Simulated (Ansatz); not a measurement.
# LaOF (R-3m) in Ansatz: convergence with n extra bands

Aim: find how far n extra bands must go before the results for LaOF settle, at r2SCAN. This setting moves, with any that are tied to it; all else stays.

Everything below comes from runs of Ansatz 0.2.0. Logs are shortened: lines on timing, memory, paths and dates and some standing lists are left out, and cuts for length are marked.

### Step 1. The structure

The structure is trigonal, space group R-3m (No. 166). The conventional cell has a = 4.051 Å, b = 4.051 Å, c = 20.212 Å, α = 90.00°, β = 90.00°, γ = 120.00°. La (site symmetry 3m) has 4 F at 2.42 to 2.43 Å and 4 O at 2.59 Å as nearest neighbours. Around F (site symmetry 3m) lie 4 La at 2.42 to 2.43 Å. Around O (site symmetry 3m) lie 4 La at 2.59 Å and 3 O at 2.77 Å and 3 F at 2.91 Å.

### Step 2. With n extra bands 1

The input, input.yaml:

```yaml
crystal:
  lattice:
    - [2.0255, 1.1694229702, 6.7373333333]
    - [-2.0255, 1.1694229702, 6.7373333333]
    - [0.0, -2.3388459405, 6.7373333333]
  atoms:
    - { symbol: La, position: [0.758, 0.758, 0.758] }
    - { symbol: La, position: [0.242, 0.242, 0.242] }
    - { symbol: F, position: [0.878, 0.878, 0.878] }
    - { symbol: F, position: [0.122, 0.122, 0.122] }
    - { symbol: O, position: [0.63, 0.63, 0.63] }
    - { symbol: O, position: [0.37, 0.37, 0.37] }
hamiltonian:
  xc: r2scan
  pseudopotentials: { kind: nc, accuracy: standard }
kpoints:
  mp_grid: { grid: [7, 7, 7] }
scf:
  occupations: { method: gaussian, width: 0.1 }
  n_extra_bands: 1
output:
  forces: true
  stress: true
  eigenvalues: true
```

Potentials or basis: PseudoDojo standard (PBE files).

Launch:

```console
> ansatz run input.yaml --threads 2 --pin off --max-ram 5632MiB --backend cpu --events-out ev --progress --plain --runs-dir out
```

Standard output:

```text
Warning: hamiltonian.xc reads the kinetic-energy density τ on the library's norm-conserving files, and those of La, F, O were made for PBE. This build holds files of La, F, O that were made for r²SCAN, which a deck under this functional can read where it names no table (hamiltonian.pseudopotentials.accuracy or source), types no xc_functional and has no exact exchange, max_exx_coeff or level of output.embedding that keeps them out. To compare such runs, type hamiltonian.pseudopotentials: {kind: paw, frozen_core: stored} on both or, where PAW refuses one, {kind: nc, accuracy: standard}
Warning: RAYON_NUM_THREADS=2 ignored (pool sized by the plan → 2); use --threads N
basis.fft_grid_basis auto: the FFT boxes are laid along the combinations [[1, 0, -1], [0, 1, -1], [0, 0, 1]] of the cell's own vectors, 4.051, 4.051 and 7.132 Å long. The dense box has 54×54×90 points. Along the cell's own vectors, as sized, it would have 90×90×90, 2.78 times as many. Of the 12 symmetry operations that the crystal satisfies within crystal.symmetry.tolerance (time reversal apart; of a slab, those that keep its plane) the dense box along the cell's own vectors carries 12, and the one as laid loses 8 of those. basis.fft_grid_basis: typed keeps the cell's own vectors: state it where this run's energies or levels are differenced outside the engine with another run's, or held beside a run that keeps those vectors.
scf.n_extra_bands = 1 over 24 filled bands (N_el = 48.0): the run solves 25 bands
Engine: ansatz 0.2.0, aarch64-unknown-linux-gnu
Pseudopotentials: kind: nc
Pseudopotential: La, nc, valence charge 11, recommended cutoff 1496.626244 eV (normal), La.nc.azcp (PseudoDojo's, or run here from an input of PseudoDojo's; its table is named by hamiltonian.pseudopotentials.accuracy)
Pseudopotential: F, nc, valence charge 7, recommended cutoff 1142.878222 eV (normal), F.nc.azcp (PseudoDojo's, or run here from an input of PseudoDojo's; its table is named by hamiltonian.pseudopotentials.accuracy)
Pseudopotential: O, nc, valence charge 6, recommended cutoff 1142.878222 eV (normal), O.nc.azcp (PseudoDojo's, or run here from an input of PseudoDojo's; its table is named by hamiltonian.pseudopotentials.accuracy)
Functional definition: r2SCAN
  parameter k0 = 0.174
  parameter k1 = 0.065
  parameter a1 = 4.9479
  exchange = r2scan_x(k0 = k0, k1 = k1, a1 = a1)
  correlation = r2scan_c
Crystal: 6 atoms, lattice volume = 95.751 Å³
Basis set: ecut = 1496.626244 eV, 12559 PW (Γ), FFT grids on a1−a3, a2−a3, a3, exchange–correlation on 216×216×360 points (64 copies of the dense FFT grid, shifted against one another)
[... 32 lines left out ...]
  E_local      = -2780.267522  (includes V_loc(G=0)·N_el)
  E_nonlocal   = -55.926632
  E_hartree    = 879.265206
  E_xc         = -1030.053831
  E_vxc        = -1055.071885  (∫ρ·V_xc dr)
  E_vtau       = 70.260998  (kinetic-family band-sum trace: ∫τ·v_τ [+ j·A + Jᵃ·Aᵃ] dr)
  E_ewald      = -3144.963452
  E_smearing   = -0.000000  (= −TS)
  E_closure    = 0.000000  (closes the sum)
  Σ components = -4203.274656   (vs F -4203.274656, Δ=0.00e0)
--- Forces (eV/Å), atoms counted from 1 ---
  atom   1  La    -0.00000000     0.00000000    -7.47458021
  atom   2  La     0.00000000    -0.00000000     7.47458021
  atom   3  F     -0.00000000     0.00000000    -1.04527287
  atom   4  F      0.00000000    -0.00000000     1.04527287
  atom   5  O      0.00000000     0.00000000    -2.87603695
  atom   6  O     -0.00000000    -0.00000000     2.87603695
  max |Σ_I F_I| component: 8.88e-16 eV/Å
--- Stress (GPa, compression-positive) ---
        2.378187       0.000000       0.000000
        0.000000       2.378187       0.000000
        0.000000       0.000000      -8.189152
  P = ⅓ Tr σ = -1.1443 GPa (-11.443 kbar)
--- Band table (eV; the first three rows and the last of 44) ---
  k-point 0: bands = ["-23.4914", "-23.1896", "-17.7406", "-17.6711", "-8.2548", "-6.7275", "-6.3231", "-6.3231", "-6.0770", "-6.0770", "-5.9059", "-5.1925", "1.9959", "1.9959", "2.1595", "2.1595", "2.2374", "2.8272", "7.6024", "8.3434", "8.3434", "9.0804", "9.0804", "9.0989", "12.4873"]
  k-point 1: bands = ["-23.4481", "-23.1700", "-17.7988", "-17.7287", "-8.2707", "-7.0531", "-6.3748", "-6.1230", "-6.0759", "-6.0412", "-5.8670", "-5.1969", "2.0734", "2.0973", "2.1367", "2.2935", "2.3629", "2.8039", "7.6801", "8.2268", "8.2650", "9.0124", "9.1746", "9.1784", "12.5106"]
  k-point 2: bands = ["-23.3406", "-23.1320", "-17.9270", "-17.8639", "-8.2634", "-7.4623", "-6.4861", "-6.2236", "-6.1702", "-6.0813", "-5.4404", "-5.1147", "2.1440", "2.2049", "2.3243", "2.5386", "2.5889", "2.7906", "7.6575", "8.1351", "8.2136", "9.0981", "9.2570", "9.3693", "12.1920"]
  k-point 43: bands = ["-23.4294", "-23.1909", "-17.7986", "-17.7250", "-8.1603", "-7.1014", "-6.3622", "-6.3045", "-6.1598", "-6.1373", "-5.7940", "-4.9977", "2.1014", "2.1298", "2.1920", "2.2770", "2.3740", "2.8191", "7.5999", "8.0258", "8.1730", "8.9371", "9.1032", "9.2252", "13.0772"]
```

It took 51 s on 2 threads of Arm Neoverse V2, shared host; peak memory 1.6 GiB.

What came out:

| Item | Value |
| --- | --- |
| Free energy | -4203.2747 eV |
| Pressure | -1.1 GPa |
| Largest force | 7.475 eV/Å |
| Band gap on the k mesh | 1.85 eV, indirect (least direct gap 1.87 eV) |

### Step 3. With n extra bands 2

input.yaml: that of step 2 with these lines changed.

```diff
@@ -19,3 +19,3 @@
   occupations: { method: gaussian, width: 0.1 }
-  n_extra_bands: 1
+  n_extra_bands: 2
 output:
```

Potentials or basis: PseudoDojo standard (PBE files).

Launch:

```console
> ansatz run input.yaml --threads 2 --pin off --max-ram 5632MiB --backend cpu --events-out ev --progress --plain --runs-dir out
```

Wall time 54 s (2 threads of Arm Neoverse V2, shared host); peak memory 1.6 GiB.

What came out:

| Property | Result |
| --- | --- |
| Free energy | -4203.2747 eV |
| Pressure | -1.1 GPa |
| Largest force | 7.475 eV/Å |
| Band gap on the k mesh | 1.85 eV, indirect (least direct gap 1.87 eV) |

### Step 4. With n extra bands 4

input.yaml: that of step 3 with these lines changed.

```diff
@@ -19,3 +19,3 @@
   occupations: { method: gaussian, width: 0.1 }
-  n_extra_bands: 2
+  n_extra_bands: 4
 output:
```

Launch:

```console
> ansatz run input.yaml --threads 2 --pin off --max-ram 5632MiB --backend cpu --events-out ev --progress --plain --runs-dir out
```

Wall time 65 s (2 threads of Arm Neoverse V2, shared host); peak memory 1.6 GiB.

What came out:

* Free energy: -4203.2747 eV
* Pressure: -1.1 GPa
* Largest force: 7.474 eV/Å
* Band gap on the k mesh: 1.85 eV, indirect (least direct gap 1.87 eV)

### Step 5. With n extra bands 8

input.yaml: that of step 4 with these lines changed.

```diff
@@ -19,3 +19,3 @@
   occupations: { method: gaussian, width: 0.1 }
-  n_extra_bands: 4
+  n_extra_bands: 8
 output:
```

Launch:

```console
> ansatz run input.yaml --threads 2 --pin off --max-ram 5632MiB --backend cpu --events-out ev --progress --plain --runs-dir out
```

Wall time 72 s (2 threads of Arm Neoverse V2, shared host); peak memory 1.6 GiB.

Results (log left out):

| Quantity | Value |
| --- | --- |
| Free energy | -4203.2747 eV |
| Pressure | -1.1 GPa |
| Largest force | 7.474 eV/Å |
| Band gap on the k mesh | 1.85 eV, indirect (least direct gap 1.87 eV) |

### Step 6. With n extra bands 16

input.yaml: that of step 5 with these lines changed.

```diff
@@ -19,3 +19,3 @@
   occupations: { method: gaussian, width: 0.1 }
-  n_extra_bands: 8
+  n_extra_bands: 16
 output:
```

Potentials or basis: PseudoDojo standard (PBE files).

Launch:

```console
> ansatz run input.yaml --threads 2 --pin off --max-ram 5632MiB --backend cpu --events-out ev --progress --plain --runs-dir out
```

Wall time 67 s (2 threads of Arm Neoverse V2, shared host); peak memory 1.7 GiB.

Results (log left out):

```yaml
Free_energy: -4203.2747 eV
Pressure: -1.1 GPa
Largest_force: 7.474 eV/Å
Band_gap_on_the_k_mesh: 1.85 eV, indirect (least direct gap 1.87 eV)
```

### Step 7. With n extra bands 32

input.yaml: that of step 6 with these lines changed.

```diff
@@ -19,3 +19,3 @@
   occupations: { method: gaussian, width: 0.1 }
-  n_extra_bands: 16
+  n_extra_bands: 32
 output:
```

Launch:

```console
> ansatz run input.yaml --threads 2 --pin off --max-ram 5632MiB --backend cpu --events-out ev --progress --plain --runs-dir out
```

Wall time 60 s (2 threads of Arm Neoverse V2, shared host); peak memory 1.9 GiB.

Results (log left out):

```
Free energy            : -4203.2747 eV
Pressure               : -1.1 GPa
Largest force          : 7.474 eV/Å
Band gap on the k mesh : 1.85 eV, indirect (least direct gap 1.87 eV)
```

### Step 8. Result

| n extra bands | energy less the tightest run, at zero smearing (meV/atom) | SCF cycles | CPU time (s) | peak memory (GiB) |
| --- | --- | --- | --- | --- |
| 1 | 0.00 | 11 | 100 | 1.6 |
| 2 | 0.00 | 10 | 110 | 1.6 |
| 4 | 0.00 | 11 | 130 | 1.6 |
| 8 | 0.00 | 10 | 140 | 1.6 |
| 16 | 0.00 | 9 | 130 | 1.7 |
| 32 | 0.00 | 10 | 120 | 1.9 |

Against the tightest run, the energy stays within 1 meV/atom from 1 on. The tightest run that finished is the yardstick and may itself not be fully converged.

Caveats: the meta-GGA runs on potentials made for a GGA; the magnetic or orbital state may not be the lowest; odd divisions of the mesh miss points on the zone boundary, where band edges often lie, so the gap on the mesh can be too wide; the potentials were made for another functional, which shifts forces and pressure; spin-orbit coupling is left out, which moves the levels of the heavy elements.
